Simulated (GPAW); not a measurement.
# Ge3Pd (Pm-3m) in GPAW: further runs

Runs on Ge3Pd. Level: PBEsol. Tasks: relaxation of cell and atoms.

All numbers are computed with GPAW 26.7.0; they aren't measurements. Logs are shortened: lines on timing, memory, paths and dates and some standing lists are left out, and cuts for length are marked. The log counts tension as positive stress, the text compression.

## Step 1: Starting point

Symmetry: Pm-3m, No. 221, cubic system. The conventional cell has a = 4.142 Å, b = 4.142 Å, c = 4.142 Å, α = 90.00°, β = 90.00°, γ = 90.00°. Around Pd (site symmetry m-3m) lie 12 Ge at 2.93 Å. Ge (site symmetry 4/mmm) is surrounded by 4 Pd at 2.93 Å and 8 Ge at 2.93 Å.

The cell comes from a database or a generator and needn't be the stable form of this composition.

## Step 2: Relaxation of cell and atoms, PBEsol, target pressure 10 GPa, at which the enthalpy is minimised

Contents of run.py:

```python
from ase import Atoms
from ase.filters import FrechetCellFilter
from ase.io import write
from ase.optimize import BFGS
from ase.units import GPa
from gpaw import GPAW, PW, setup_paths

setup_paths.insert(0, '.')

atoms = Atoms(['Pd', 'Ge', 'Ge', 'Ge'],
              cell=[[4.142023, 0.0, 0.0],
                    [0.0, 4.142023, 0.0],
                    [0.0, 0.0, 4.142023]],
              scaled_positions=[[0.0, 0.0, 0.0],
                                [0.5, 0.5, 0.0],
                                [0.5, 0.0, 0.5],
                                [0.0, 0.5, 0.5]],
              pbc=True)

calc = GPAW(mode=PW(600),
            xc='PBEsol',
            kpts={'size': (7, 7, 7), 'gamma': True},
            occupations={'name': 'fermi-dirac', 'width': 0.05},
            nbands=27,
            convergence={'density': 1e-05, 'forces': 0.0001},
            maxiter=150,
            txt='gpaw.txt')
atoms.calc = calc
opt = BFGS(FrechetCellFilter(atoms, scalar_pressure=10 * GPa), trajectory='relax.traj', logfile='-')
done = opt.run(fmax=0.02, steps=60)
calc.write('gs.gpw')
write('result.traj', atoms)
print('Converged:', done)
print('Cell:', atoms.cell.cellpar().round(4))
print('Volume:', round(atoms.get_volume(), 4))
print(atoms.get_scaled_positions().round(5))
```

Potentials or basis: PAW data sets generated in the run's folder for this functional, pw.

Started as:

```sh
> gpaw-setup -f PBEsol Ge Pd
> OMP_NUM_THREADS=1 python run.py
```

gpaw.txt:

```text
__  _  _
 | _ |_)|_||  |
 |__||  | ||/\| - 26.7.0

Input parameters:
  mode=PW(ecut=600.0),
  convergence={'density': 1e-05, 'forces': 0.0001},
  kpts=MonkhorstPack(size=(7, 7, 7), gamma=True),
  maxiter=150,
  nbands=27,
  occupations=Occupations(name='fermi-dirac', width=0.05),
  xc=XC(name='PBEsol')

Diagonalizing LCAO Hamiltonian
Converting LCAO to pw mode
    .---------.
   /|         |
  / |         |
 *  |         |
 |Ge|         |
 |  .---------.
 | /  Ge     /
 |/    Ge   /
 Pd--------*

Atoms  # Å, Bohr magnetons
|   | symbol |        x |        y |        z |    initial magnetic moments |
|---|--------|----------|----------|----------|-----------------------------|
| 0 |     Pd | 0.000000 | 0.000000 | 0.000000 | ( 0.0000,  0.0000,  0.0000) |
| 1 |     Ge | 2.071012 | 2.071012 | 0.000000 | ( 0.0000,  0.0000,  0.0000) |
| 2 |     Ge | 2.071012 | 0.000000 | 2.071012 | ( 0.0000,  0.0000,  0.0000) |
| 3 |     Ge | 0.000000 | 2.071012 | 2.071012 | ( 0.0000,  0.0000,  0.0000) |

Unit cell  # Å
| periodic |        x |        y |        z |  lengths |    angles |
|----------|----------|----------|----------|----------|-----------|
|      yes | 4.142023 | 0.000000 | 0.000000 | 4.142023 | 90.000000 |
|      yes | 0.000000 | 4.142023 | 0.000000 | 4.142023 | 90.000000 |
|      yes | 0.000000 | 0.000000 | 4.142023 | 4.142023 | 90.000000 |

Number of symmetries: 48
Symmetry operations  # r_c * U_cc + t_c -> r_c
|    | kind |            matrix            |
|----|------|------------------------------|
|  0 |  E   |  1, 0, 0,  0, 1, 0,  0, 0, 1 |
|  1 |  σ   |  1, 0, 0,  0, 1, 0,  0, 0,-1 |
|  2 |  σ   |  1, 0, 0,  0, 0, 1,  0, 1, 0 |
|  3 |  C4  |  1, 0, 0,  0, 0, 1,  0,-1, 0 |
|  4 |  C4  |  1, 0, 0,  0, 0,-1,  0, 1, 0 |
|  5 |  σ   |  1, 0, 0,  0, 0,-1,  0,-1, 0 |
|  6 |  σ   |  1, 0, 0,  0,-1, 0,  0, 0, 1 |
|  7 |  C2  |  1, 0, 0,  0,-1, 0,  0, 0,-1 |
|  8 |  σ   |  0, 1, 0,  1, 0, 0,  0, 0, 1 |
|  9 |  C2  |  0, 1, 0,  1, 0, 0,  0, 0,-1 |
| 10 |  C3  |  0, 1, 0,  0, 0, 1,  1, 0, 0 |
| 11 |  S6  |  0, 1, 0,  0, 0, 1, -1, 0, 0 |
| 12 |  S6  |  0, 1, 0,  0, 0,-1,  1, 0, 0 |
| 13 |  C3  |  0, 1, 0,  0, 0,-1, -1, 0, 0 |
[... 207 lines left out ...]
|          6 |         4.797 |     2.000 |
|          7 |         4.797 |     2.000 |
|          8 |         4.797 |     2.000 |
|          9 |         5.631 |     2.000 |
|         10 |         5.631 |     2.000 |
|         11 |         5.631 |     2.000 |
[... 8 lines left out ...]
|         20 |        13.900 |     0.000 |
|         21 |        17.196 |     0.000 |
|        ... |               |           |
|         26 |        18.956 |     0.000 |

No gap
No difference between direct/indirect transitions

Stress tensor  # eV/Ang^3
|         x |         y |        z |
|-----------|-----------|----------|
|  0.029947 | -0.000000 | 0.000000 |
| -0.000000 |  0.029947 | 0.000000 |
|  0.000000 |  0.000000 | 0.029947 |

Forces  # eV/Ang
|       x |       y |       z |
|---------|---------|---------|
| 0.00000 | 0.00000 | 0.00000 |  # Pd   0
| 0.00000 | 0.00000 | 0.00000 |  # Ge   1
| 0.00000 | 0.00000 | 0.00000 |  # Ge   2
| 0.00000 | 0.00000 | 0.00000 |  # Ge   3

Interpolating wave functions to new cell

         Ge
            Ge
              Ge
       Pd

Atoms  # Å, Bohr magnetons
|   | symbol |        x |        y |        z |    initial magnetic moments |
|---|--------|----------|----------|----------|-----------------------------|
| 0 |     Pd | 0.000000 | 0.000000 | 0.000000 | ( 0.0000,  0.0000,  0.0000) |
| 1 |     Ge | 2.058910 | 2.058910 | 0.000000 | ( 0.0000,  0.0000,  0.0000) |
| 2 |     Ge | 2.058910 | 0.000000 | 2.058910 | ( 0.0000,  0.0000,  0.0000) |
| 3 |     Ge | 0.000000 | 2.058910 | 2.058910 | ( 0.0000,  0.0000,  0.0000) |

Unit cell  # Å
| periodic |        x |        y |        z |  lengths |    angles |
|----------|----------|----------|----------|----------|-----------|
|      yes | 4.117821 | 0.000000 | 0.000000 | 4.117821 | 90.000000 |
|      yes | 0.000000 | 4.117821 | 0.000000 | 4.117821 | 90.000000 |
|      yes | 0.000000 | 0.000000 | 4.117821 | 4.117821 | 90.000000 |

Number of symmetries: 48
Symmetry operations  # r_c * U_cc + t_c -> r_c
|    | kind |            matrix            |
|----|------|------------------------------|
|  0 |  E   |  1, 0, 0,  0, 1, 0,  0, 0, 1 |
|  1 |  σ   |  1, 0, 0,  0, 1, 0,  0, 0,-1 |
|  2 |  σ   |  1, 0, 0,  0, 0, 1,  0, 1, 0 |
|  3 |  C4  |  1, 0, 0,  0, 0, 1,  0,-1, 0 |
|  4 |  C4  |  1, 0, 0,  0, 0,-1,  0, 1, 0 |
|  5 |  σ   |  1, 0, 0,  0, 0,-1,  0,-1, 0 |
|  6 |  σ   |  1, 0, 0,  0,-1, 0,  0, 0, 1 |
|  7 |  C2  |  1, 0, 0,  0,-1, 0,  0, 0,-1 |
|  8 |  σ   |  0, 1, 0,  1, 0, 0,  0, 0, 1 |
|  9 |  C2  |  0, 1, 0,  1, 0, 0,  0, 0,-1 |
| 10 |  C3  |  0, 1, 0,  0, 0, 1,  1, 0, 0 |
| 11 |  S6  |  0, 1, 0,  0, 0, 1, -1, 0, 0 |
| 12 |  S6  |  0, 1, 0,  0, 0,-1,  1, 0, 0 |
| 13 |  C3  |  0, 1, 0,  0, 0,-1, -1, 0, 0 |
[... 206 lines left out ...]
|          6 |         4.952 |     2.000 |
|          7 |         4.952 |     2.000 |
|          8 |         4.952 |     2.000 |
|          9 |         5.797 |     2.000 |
|         10 |         5.797 |     2.000 |
|         11 |         5.797 |     2.000 |
[... 8 lines left out ...]
|         20 |        14.209 |     0.000 |
|         21 |        17.484 |     0.000 |
|        ... |               |           |
|         26 |        19.376 |     0.000 |

No gap
No difference between direct/indirect transitions

Stress tensor  # eV/Ang^3
|        x |        y |        z |
|----------|----------|----------|
| 0.020893 | 0.000000 | 0.000000 |
| 0.000000 | 0.020893 | 0.000000 |
| 0.000000 | 0.000000 | 0.020893 |

Forces  # eV/Ang
|        x |        y |       z |
|----------|----------|---------|
| -0.00000 | -0.00000 | 0.00000 |  # Pd   0
|  0.00000 | -0.00000 | 0.00000 |  # Ge   1
|  0.00000 |  0.00000 | 0.00000 |  # Ge   2
| -0.00000 |  0.00000 | 0.00000 |  # Ge   3

Interpolating wave functions to new cell

         Ge
            Ge
              Ge
       Pd
[... 280 lines left out ...]
         Ge
            Ge
              Ge
       Pd

Atoms  # Å, Bohr magnetons
|   | symbol |        x |        y |         z |    initial magnetic moments |
|---|--------|----------|----------|-----------|-----------------------------|
| 0 |     Pd | 0.000000 | 0.000000 |  0.000000 | ( 0.0000,  0.0000,  0.0000) |
| 1 |     Ge | 1.984737 | 1.984737 | -0.000000 | ( 0.0000,  0.0000,  0.0000) |
| 2 |     Ge | 1.984737 | 0.000000 |  1.984737 | ( 0.0000,  0.0000,  0.0000) |
| 3 |     Ge | 0.000000 | 1.984737 |  1.984737 | ( 0.0000,  0.0000,  0.0000) |

Unit cell  # Å
| periodic |         x |         y |         z |  lengths |    angles |
|----------|-----------|-----------|-----------|----------|-----------|
|      yes |  3.969474 |  0.000000 | -0.000000 | 3.969474 | 90.000000 |
|      yes |  0.000000 |  3.969474 | -0.000000 | 3.969474 | 90.000000 |
|      yes | -0.000000 | -0.000000 |  3.969474 | 3.969474 | 90.000000 |

Number of symmetries: 48
Symmetry operations  # r_c * U_cc + t_c -> r_c
|    | kind |            matrix            |
|----|------|------------------------------|
|  0 |  E   |  1, 0, 0,  0, 1, 0,  0, 0, 1 |
|  1 |  σ   |  1, 0, 0,  0, 1, 0,  0, 0,-1 |
|  2 |  σ   |  1, 0, 0,  0, 0, 1,  0, 1, 0 |
|  3 |  C4  |  1, 0, 0,  0, 0, 1,  0,-1, 0 |
|  4 |  C4  |  1, 0, 0,  0, 0,-1,  0, 1, 0 |
|  5 |  σ   |  1, 0, 0,  0, 0,-1,  0,-1, 0 |
|  6 |  σ   |  1, 0, 0,  0,-1, 0,  0, 0, 1 |
|  7 |  C2  |  1, 0, 0,  0,-1, 0,  0, 0,-1 |
|  8 |  σ   |  0, 1, 0,  1, 0, 0,  0, 0, 1 |
|  9 |  C2  |  0, 1, 0,  1, 0, 0,  0, 0,-1 |
| 10 |  C3  |  0, 1, 0,  0, 0, 1,  1, 0, 0 |
| 11 |  S6  |  0, 1, 0,  0, 0, 1, -1, 0, 0 |
| 12 |  S6  |  0, 1, 0,  0, 0,-1,  1, 0, 0 |
| 13 |  C3  |  0, 1, 0,  0, 0,-1, -1, 0, 0 |
| 14 |  C4  |  0, 1, 0, -1, 0, 0,  0, 0, 1 |
| 15 |  S4  |  0, 1, 0, -1, 0, 0,  0, 0,-1 |
| 16 |  C3  |  0, 0, 1,  1, 0, 0,  0, 1, 0 |
| 17 |  S6  |  0, 0, 1,  1, 0, 0,  0,-1, 0 |
| 18 |  σ   |  0, 0, 1,  0, 1, 0,  1, 0, 0 |
| 19 |  C4  |  0, 0, 1,  0, 1, 0, -1, 0, 0 |
| 20 |  C2  |  0, 0, 1,  0,-1, 0,  1, 0, 0 |
| 21 |  S4  |  0, 0, 1,  0,-1, 0, -1, 0, 0 |
[... 237 lines left out ...]
         Ge
            Ge
              Ge
       Pd

Atoms  # Å, Bohr magnetons
|   | symbol |        x |        y |         z |    initial magnetic moments |
|---|--------|----------|----------|-----------|-----------------------------|
| 0 |     Pd | 0.000000 | 0.000000 |  0.000000 | ( 0.0000,  0.0000,  0.0000) |
| 1 |     Ge | 1.982413 | 1.982413 | -0.000000 | ( 0.0000,  0.0000,  0.0000) |
| 2 |     Ge | 1.982413 | 0.000000 |  1.982413 | ( 0.0000,  0.0000,  0.0000) |
| 3 |     Ge | 0.000000 | 1.982413 |  1.982413 | ( 0.0000,  0.0000,  0.0000) |

Unit cell  # Å
| periodic |         x |         y |        z |  lengths |    angles |
|----------|-----------|-----------|----------|----------|-----------|
|      yes |  3.964826 |  0.000000 | 0.000000 | 3.964826 | 90.000000 |
|      yes |  0.000000 |  3.964826 | 0.000000 | 3.964826 | 90.000000 |
|      yes | -0.000000 | -0.000000 | 3.964826 | 3.964826 | 90.000000 |

Number of symmetries: 48
Symmetry operations  # r_c * U_cc + t_c -> r_c
|    | kind |            matrix            |
|----|------|------------------------------|
|  0 |  E   |  1, 0, 0,  0, 1, 0,  0, 0, 1 |
|  1 |  σ   |  1, 0, 0,  0, 1, 0,  0, 0,-1 |
|  2 |  σ   |  1, 0, 0,  0, 0, 1,  0, 1, 0 |
|  3 |  C4  |  1, 0, 0,  0, 0, 1,  0,-1, 0 |
|  4 |  C4  |  1, 0, 0,  0, 0,-1,  0, 1, 0 |
|  5 |  σ   |  1, 0, 0,  0, 0,-1,  0,-1, 0 |
|  6 |  σ   |  1, 0, 0,  0,-1, 0,  0, 0, 1 |
|  7 |  C2  |  1, 0, 0,  0,-1, 0,  0, 0,-1 |
|  8 |  σ   |  0, 1, 0,  1, 0, 0,  0, 0, 1 |
|  9 |  C2  |  0, 1, 0,  1, 0, 0,  0, 0,-1 |
| 10 |  C3  |  0, 1, 0,  0, 0, 1,  1, 0, 0 |
| 11 |  S6  |  0, 1, 0,  0, 0, 1, -1, 0, 0 |
| 12 |  S6  |  0, 1, 0,  0, 0,-1,  1, 0, 0 |
| 13 |  C3  |  0, 1, 0,  0, 0,-1, -1, 0, 0 |
| 14 |  C4  |  0, 1, 0, -1, 0, 0,  0, 0, 1 |
| 15 |  S4  |  0, 1, 0, -1, 0, 0,  0, 0,-1 |
| 16 |  C3  |  0, 0, 1,  1, 0, 0,  0, 1, 0 |
| 17 |  S6  |  0, 0, 1,  1, 0, 0,  0,-1, 0 |
| 18 |  σ   |  0, 0, 1,  0, 1, 0,  1, 0, 0 |
| 19 |  C4  |  0, 0, 1,  0, 1, 0, -1, 0, 0 |
| 20 |  C2  |  0, 0, 1,  0,-1, 0,  1, 0, 0 |
| 21 |  S4  |  0, 0, 1,  0,-1, 0, -1, 0, 0 |
[... 216 lines left out ...]
No gap
No difference between direct/indirect transitions

Stress tensor  # eV/Ang^3
|         x |         y |         z |
|-----------|-----------|-----------|
| -0.062311 |  0.000000 |  0.000000 |
|  0.000000 | -0.062311 |  0.000000 |
|  0.000000 |  0.000000 | -0.062311 |

Forces  # eV/Ang
|        x |        y |        z |
|----------|----------|----------|
| -0.00000 |  0.00000 |  0.00000 |  # Pd   0
|  0.00000 | -0.00000 |  0.00000 |  # Ge   1
| -0.00000 |  0.00000 | -0.00000 |  # Ge   2
|  0.00000 |  0.00000 |  0.00000 |  # Ge   3

# Writing to gs.gpw (mode='')
```

It took 1.9 min on 1 thread of Arm Neoverse V2, shared host; peak memory 0.24 GiB.

Results:

| Quantity | Value |
| --- | --- |
| Free energy | -19.1291 eV |
| Relaxed volume | 15.58 Å³/atom |
| Relaxed cell | a = 3.965 Å, b = 3.965 Å, c = 3.965 Å, α = 90.00°, β = 90.00°, γ = 90.00° |
| Space group after relaxing (to 0.05 Å) | Pm-3m (No. 221) |
| Energy change on relaxing (the enthalpy is what falls) | +22.1 meV/atom |
| Ionic steps | 5 |
| Pressure after relaxing | 10.0 GPa |
| Band gap on the k mesh | none (metal or under the smearing width) |

The path:
| step | energy change (eV) | largest force (eV/Å) | pressure (GPa) | volume (Å³) |
| --- | --- | --- | --- | --- |
| 1 | 0.0000 | 0.0000 | -4.80 | 71.06 |
| 2 | -0.0318 | 0.0000 | -3.35 | 69.82 |
| 3 | 0.1950 | 0.0000 | 13.74 | 60.89 |
| 4 | 0.0751 | 0.0000 | 9.45 | 62.55 |
| 5 | 0.0885 | 0.0000 | 9.98 | 62.33 |

Final structure:
```xyz
4
Lattice="3.9648 0.0000 0.0000 0.0000 3.9648 0.0000 0.0000 0.0000 3.9648" Properties=species:S:1:pos:R:3 pbc="T T T"
Pd    0.0000    0.0000    0.0000
Ge    1.9824    1.9824    0.0000
Ge    1.9824    0.0000    1.9824
Ge    0.0000    1.9824    1.9824
```

Caveat: later steps reuse the first step's grids.

## Step 3: Relaxation of cell and atoms, PBEsol, target pressure 20 GPa, at which the enthalpy is minimised

run.py: that of step 2 with these lines changed.

```diff
@@ -28,3 +28,3 @@
 atoms.calc = calc
-opt = BFGS(FrechetCellFilter(atoms, scalar_pressure=10 * GPa), trajectory='relax.traj', logfile='-')
+opt = BFGS(FrechetCellFilter(atoms, scalar_pressure=20 * GPa), trajectory='relax.traj', logfile='-')
 done = opt.run(fmax=0.02, steps=60)
```

Potentials or basis: PAW data sets generated in the run's folder for this functional, pw.

Started as:

```sh
> gpaw-setup -f PBEsol Ge Pd
> OMP_NUM_THREADS=1 python run.py
```

Run time: 1.8 min. Hardware: 1 thread of Arm Neoverse V2, shared host; peak memory 0.23 GiB.

Results (log left out):

* Free energy: -18.8076 eV
* Relaxed volume: 14.71 Å³/atom
* Relaxed cell: a = 3.889 Å, b = 3.889 Å, c = 3.889 Å, α = 90.00°, β = 90.00°, γ = 90.00°
* Space group after relaxing (to 0.05 Å): Pm-3m (No. 221)
* Energy change on relaxing (the enthalpy is what falls): +102.4 meV/atom
* Ionic steps: 5
* Pressure after relaxing: 20.0 GPa
* Band gap on the k mesh: none (metal or under the smearing width)

The path:
```tsv
step	energy change (eV)	largest force (eV/Å)	pressure (GPa)	volume (Å³)
1	0.0000	0.0000	-4.80	71.06
2	-0.0465	0.0000	-2.29	69.00
3	0.3440	0.0000	18.20	59.39
4	0.4237	0.0000	20.37	58.73
5	0.4096	0.0000	20.00	58.84
```

Final structure:
```
CELL_PARAMETERS angstrom
3.88944 0.00000 0.00000
0.00000 3.88944 0.00000
0.00000 0.00000 3.88944
ATOMIC_POSITIONS crystal
Pd 0.00000 0.00000 0.00000
Ge 0.50000 0.50000 0.00000
Ge 0.50000 0.00000 0.50000
Ge 0.00000 0.50000 0.50000
```

Levels at points of the mesh, in eV from the Fermi level:
```csv
k point,band 12,band 13,band 14,band 15,band 16,band 17
"(0.00, 0.00, 0.00)",-3.54,-1.33,-1.33,0.46,3.20,3.20
```

Caveat: later steps reuse the first step's grids; the volume moved by over 15 % at a fixed basis, so the end points are rough.

## Step 4: Relaxation of cell and atoms, PBEsol, target pressure 30 GPa, at which the enthalpy is minimised

run.py: that of step 3 with these lines changed.

```diff
@@ -28,3 +28,3 @@
 atoms.calc = calc
-opt = BFGS(FrechetCellFilter(atoms, scalar_pressure=20 * GPa), trajectory='relax.traj', logfile='-')
+opt = BFGS(FrechetCellFilter(atoms, scalar_pressure=30 * GPa), trajectory='relax.traj', logfile='-')
 done = opt.run(fmax=0.02, steps=60)
```

Started as:

```sh
> gpaw-setup -f PBEsol Ge Pd
> OMP_NUM_THREADS=1 python run.py
```

Run time: 1.9 min. Hardware: 1 thread of Arm Neoverse V2, shared host; peak memory 0.23 GiB.

It converged, with:

```
Free energy                                            : -18.4009 eV
Relaxed volume                                         : 14.05 Å³/atom
Relaxed cell                                           : a = 3.831 Å, b = 3.831 Å, c = 3.831 Å, α = 90.00°, β = 90.00°, γ = 90.00°
Space group after relaxing (to 0.05 Å)                 : Pm-3m (No. 221)
Energy change on relaxing (the enthalpy is what falls) : +204.1 meV/atom
Ionic steps                                            : 5
Pressure after relaxing                                : 29.9 GPa
Band gap on the k mesh                                 : none (metal or under the smearing width)
```

The path:
```
step  energy change (eV)  largest force (eV/Å)  pressure (GPa)  volume (Å³)
   1              0.0000                0.0000           -4.80        71.06
   2             -0.0554                0.0000           -1.15        68.18
   3              0.4289                0.0000           20.51        58.69
   4              0.9278                0.0000           32.38        55.64
   5              0.8164                0.0000           29.90        56.21
```

Final structure:
```xyz
4
Lattice="3.8307 0.0000 0.0000 0.0000 3.8307 0.0000 0.0000 0.0000 3.8307" Properties=species:S:1:pos:R:3 pbc="T T T"
Pd    0.0000    0.0000    0.0000
Ge    1.9153    1.9153    0.0000
Ge    1.9153    0.0000    1.9153
Ge    0.0000    1.9153    1.9153
```

Levels at points of the mesh, in eV from the Fermi level:
| k point | band 11 | band 12 | band 13 | band 14 | band 15 | band 16 | band 17 | band 18 |
| --- | --- | --- | --- | --- | --- | --- | --- | --- |
| (0.00, 0.00, 0.00) | -3.80 | -3.80 | -1.24 | -1.24 | 0.35 | 3.23 | 3.23 | 3.23 |

Caveat: later steps reuse the first step's grids; the volume moved by over 15 % at a fixed basis, so the end points are rough.

## Step 5: The runs side by side

| cell | target pressure | gap on the mesh (eV) | pressure (GPa) |
| --- | --- | --- | --- |
| relaxed to 10 GPa | 10 GPa | none | 10.0 |
| relaxed to 20 GPa | 20 GPa | none | 20.0 |
| relaxed to 30 GPa | 30 GPa | none | 29.9 |

Alike in all rows: task relaxation of cell and atoms; level PBEsol; potentials or basis PAW data sets generated in the run's folder for this functional, pw; no spin polarisation; k mesh 7 × 7 × 7; cutoff (eV) 600; smearing fermi-dirac 0.05 eV.

Caveats: later steps reuse the first step's grids; the volume moved by over 15 % at a fixed basis, so the end points are rough (some runs).

Total energies depend on the potentials used, so only differences within one code and one set of settings carry meaning.
